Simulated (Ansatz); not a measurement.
# Rb2SnHgAu4: the cost of one run

Method: reference: DFT PBE, plane waves, PAW, scalar-relativistic, no spin polarisation, in Ansatz 0.2.0.

## Step 1: The structure to begin with

Symmetry: I-42m, No. 121, tetragonal system. Conventional cell: a = 8.155 Å, b = 8.155 Å, c = 6.840 Å, α = 90.00°, β = 90.00°, γ = 90.00°. Hg (site symmetry -42m) has 4 Au at 2.65 Å as nearest neighbours. Au (site symmetry m) is surrounded by 1 Sn at 2.57 Å and 1 Hg at 2.65 Å. Sn (site symmetry -42m) has 4 Au at 2.57 Å as nearest neighbours. Rb (site symmetry 222) has 2 Rb at 3.42 Å and 8 Au at 3.44 to 3.50 Å as nearest neighbours.

Coordinates:

```
CELL_PARAMETERS angstrom
-4.07736 4.07736 3.42013
4.07736 -4.07736 3.42013
4.07736 4.07736 -3.42013
ATOMIC_POSITIONS crystal
Hg 0.00000 0.00000 0.00000
Au 0.42970 0.42970 0.34220
Au 0.57030 0.91250 0.00000
Au 0.08750 0.08750 0.65780
Au 0.91250 0.57030 0.00000
Sn 0.50000 0.50000 0.00000
Rb 0.00000 0.50000 0.50000
Rb 0.50000 0.00000 0.50000
```

## Step 2: Reference

File input.yaml:

```yaml
crystal:
  lattice:
    - [-4.077363, 4.077363, 3.420129]
    - [4.077363, -4.077363, 3.420129]
    - [4.077363, 4.077363, -3.420129]
  atoms:
    - { symbol: Hg, position: [0.0, 0.0, 0.0] }
    - { symbol: Au, position: [0.4297, 0.4297, 0.3422] }
    - { symbol: Au, position: [0.5703, 0.9125, 0.0] }
    - { symbol: Au, position: [0.0875, 0.0875, 0.6578] }
    - { symbol: Au, position: [0.9125, 0.5703, 0.0] }
    - { symbol: Sn, position: [0.5, 0.5, 0.0] }
    - { symbol: Rb, position: [0.0, 0.5, 0.5] }
    - { symbol: Rb, position: [0.5, 0.0, 0.5] }
  symmetry: { tolerance: 0.0003 }
kpoints:
  mp_grid: { grid: [4, 4, 4], shift: [0, 0, 0] }
magnetization:
  spin_polarized: false
scf:
  occupations: { method: methfessel_paxton, width: 0.1637 }
hamiltonian:
  pseudopotentials: { kind: paw }
  xc: pbe
basis:
  ecutwfc: 420
output:
  forces: true
  stress: true
  eigenvalues: true
```

Launch:

```bash
$ ansatz run input.yaml --threads 1 --pin off --max-ram 2560MiB --backend cpu --events-out ev --progress --plain --runs-dir out
```

What time and memory should one allow on 1 thread of Intel Xeon 6975P-C (Granite Rapids), shared host?

About 9 s, with a peak of 0.61 GiB.
